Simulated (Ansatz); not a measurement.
The system is AlO2.

```
CELL_PARAMETERS angstrom
1.48816 -5.40283 0.00000
1.48816 5.40283 0.00000
0.00000 0.00000 3.64661
ATOMIC_POSITIONS crystal
Al 0.66813 0.33187 0.75000
Al 0.33187 0.66813 0.25000
O 0.06107 0.93893 0.75000
O 0.93893 0.06107 0.25000
O 0.29418 0.70582 0.75000
O 0.70582 0.29418 0.25000
```

The cell comes from a database or a generator and needn't be the stable form of this composition.

Base run:

* Program: Ansatz 0.2.0
* Functional: LDA
* Potentials or basis: Ansatz PAW
* Cutoff: 420 eV (not typed: the program's choice for these potentials)
* k mesh: 9 × 9 × 7
* Occupations: fermi-dirac, width 0.05 eV
* Spin: no spin polarisation

Its results: band gap on the k mesh none (metal or under the smearing width); pressure -11.7 GPa; largest force 0.447 eV/Å.

Question: The run is repeated on the same cell with these changes: functional from LDA to PBE. What comes out?

Answer: Band gap on the k mesh none (metal or under the smearing width); pressure -1.2 GPa; largest force 0.698 eV/Å.

PBE binds less tightly than LDA, so the same cell stands under more pressure.

Caveats: the density of states is complete only up to the lowest level of the last band computed; the PAW data sets come from PBE, with cores solved anew for the run's functional, which leaves a small shift of forces and pressure (some runs).
